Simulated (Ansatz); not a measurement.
# C6HSi: the cost of one run

Computed with Ansatz 0.2.0 (the levels named in each step, unless a step's input says otherwise).

### 1 The structure to begin with

Bond lengths: C1–C2 1.213 Å, C2–C3 1.338 Å, C3–C4 1.233 Å, C4–C5 1.322 Å, C5–C6 1.244 Å, C6–Si7 1.793 Å, C1–H8 1.048 Å. Angles: C1–C2–C3 180.0°, C2–C1–H8 180.0°, C2–C3–C4 180.0°, C3–C4–C5 180.0°, C4–C5–C6 180.0°, C5–C6–Si7 180.0°.

Coordinates:

```xyz
8

C     0.0000    0.0000   -3.2623
C     0.0000    0.0000   -2.0494
C     0.0000    0.0000   -0.7113
C     0.0000    0.0000    0.5213
C     0.0000    0.0000    1.8438
C     0.0000    0.0000    3.0875
Si    0.0000    0.0000    4.8803
H     0.0000    0.0000   -4.3099
```

### 2 A rough first relaxation, PBE-D4/def2-SVP

The input, input.yaml:

```yaml
crystal:
  periodic: [false, false, false]
  atoms:
    - { symbol: C, position_ang: [0.0, 0.0, -3.26228] }
    - { symbol: C, position_ang: [0.0, 0.0, -2.04938] }
    - { symbol: C, position_ang: [0.0, 0.0, -0.71132] }
    - { symbol: C, position_ang: [0.0, 0.0, 0.5213] }
    - { symbol: C, position_ang: [0.0, 0.0, 1.84378] }
    - { symbol: C, position_ang: [0.0, 0.0, 3.08749] }
    - { symbol: Si, position_ang: [0.0, 0.0, 4.8803] }
    - { symbol: H, position_ang: [0.0, 0.0, -4.30989] }
magnetization:
  spin_polarized: true
  initial_magnetization: 1
basis:
  gaussian: { orbitals: def2-SVP }
hamiltonian:
  xc: pbe
  dispersion: d4
relax:
  f_tol: 0.03
  max_steps: 200
```

Launch:

```bash
$ ansatz run input.yaml --threads 4 --pin off --max-ram 10240MiB --backend cpu --events-out ev --progress --plain --runs-dir out
```

Q: Estimate wall time and peak memory on 4 threads of Intel Xeon Platinum 8488C (Sapphire Rapids), shared host.

About 9.8 s, with a peak of 0.27 GiB.
